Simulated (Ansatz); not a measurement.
# C2H6GeO2Si: one species, many methods

The task here is to estimate one member of a computed series from the others.

Method: functionals in def2-TZVPP, the program's frozen cores in correlated methods; program: Ansatz 0.2.0, Gaussian basis.

Plan: PBE-D4, r2SCAN-D4, PBE0-D4, B3LYP-D4, ωB97X-V, ωB97M-V, B2PLYP; CCSD(T)/def2-TZVPP; MP2/def2-QZVPP; extrapolation to the limit.

## The geometry

The geometry comes from an earlier relaxation with PBE0-D4 in a triple-zeta def2 set; it is a stationary point, not always the lowest conformer.

SMILES `O[SiH2]C#[C][GeH2][OH]`, 12 atoms, charge 0, spin multiplicity 1.

Atoms are counted from 1 here; the program's logs count them from 0.

Bond lengths: O1–Si2 1.641 Å, O1–H7 0.958 Å, Si2–C3 1.830 Å, Si2–H8 1.478 Å, Si2–H9 1.485 Å, C3–C4 1.215 Å, C4–Ge5 1.907 Å, Ge5–O6 1.775 Å, Ge5–H10 1.537 Å, Ge5–H11 1.528 Å, O6–H12 0.960 Å. Angles: Si2–O1–H7 117.9°, O1–Si2–C3 111.2°, O1–Si2–H8 106.1°, O1–Si2–H9 112.2°, C3–Si2–H8 109.8°, C3–Si2–H9 106.9°, H8–Si2–H9 110.7°, Si2–C3–C4 178.9°, C3–C4–Ge5 178.7°, C4–Ge5–O6 108.9°, C4–Ge5–H10 108.1°, C4–Ge5–H11 110.8°, O6–Ge5–H10 110.9°, O6–Ge5–H11 105.0°, H10–Ge5–H11 113.0°, Ge5–O6–H12 112.6°.

As a file:

```xyz
12
C2H6GeO2Si
O    -0.2411    0.3822    3.2496
Si    0.6844    1.1235    2.1152
C     0.2971    0.5042    0.4368
C     0.0181    0.0998   -0.6742
Ge   -0.3890   -0.5629   -2.4154
O    -0.7975   -2.2865   -2.2946
H    -1.1910    0.3811    3.1228
H     2.0861    0.8021    2.4554
H     0.4724    2.5929    2.0917
H     0.8448   -0.3526   -3.3068
H    -1.6472    0.1049   -2.9690
H    -0.1371   -2.7888   -1.8116
```

The first run:

File in.yaml:

```yaml
crystal:
  periodic: [false, false, false]
  atoms:
    - {symbol: O, position_ang: [-0.241136, 0.382248, 3.249614]}
    - {symbol: Si, position_ang: [0.684372, 1.123452, 2.115216]}
    - {symbol: C, position_ang: [0.297133, 0.504229, 0.436828]}
    - {symbol: C, position_ang: [0.018064, 0.099834, -0.674150]}
    - {symbol: Ge, position_ang: [-0.389043, -0.562905, -2.415430]}
    - {symbol: O, position_ang: [-0.797477, -2.286500, -2.294582]}
    - {symbol: H, position_ang: [-1.190970, 0.381131, 3.122785]}
    - {symbol: H, position_ang: [2.086116, 0.802107, 2.455431]}
    - {symbol: H, position_ang: [0.472381, 2.592896, 2.091686]}
    - {symbol: H, position_ang: [0.844836, -0.352637, -3.306803]}
    - {symbol: H, position_ang: [-1.647202, 0.104903, -2.968964]}
    - {symbol: H, position_ang: [-0.137065, -2.788756, -1.811630]}
basis:
  gaussian: {orbitals: def2-TZVPP}
hamiltonian: {xc: pbe, dispersion: d4}
output: {forces: true, orbitals: {seedname: orbitals}}
```

Run with:

```bash
$ ansatz run in.yaml --threads 2 --pin off --events-out ev --progress --plain --max-ram 22528MiB --backend cuda --devices 0, --max-vram 18GiB
```

Steps of the session up to this table: PBE-D4 (GGA); r2SCAN-D4 (meta-GGA); PBE0-D4 (hybrid); B3LYP-D4 (hybrid); ωB97X-V (range-separated); ωB97M-V (range-separated); B2PLYP (double hybrid); CCSD(T) in def2-TZVPP; MP2 in def2-QZVPP.

One of the session's tables, all rows but one given; the rest of the session is left out.

| method | atomisation energy (kcal/mol) |
| --- | --- |
| PBE-D4 | 1086.0 |
| r2SCAN-D4 | ? |
| PBE0-D4 | 1062.7 |
| B3LYP-D4 | 1065.4 |
| ωB97X-V | 1073.7 |
| ωB97M-V | 1071.1 |
| B2PLYP | 1061.4 |
| HF/def2-TZVPP | 761.6 |
| MP2/def2-TZVPP | 1074.9 |
| CCSD/def2-TZVPP | 1029.7 |
| CCSD(T)/def2-TZVPP | 1048.9 |
| MP2/CBS | 1103.4 |
| CCSD(T)/CBS | 1077.4 |

Estimate the missing values for r2SCAN-D4.

The run gave: atomisation energy (kcal/mol): 1073.0. In the column «atomisation energy (kcal/mol)» it lies between ωB97M-V (1071.1) and ωB97X-V (1073.7).
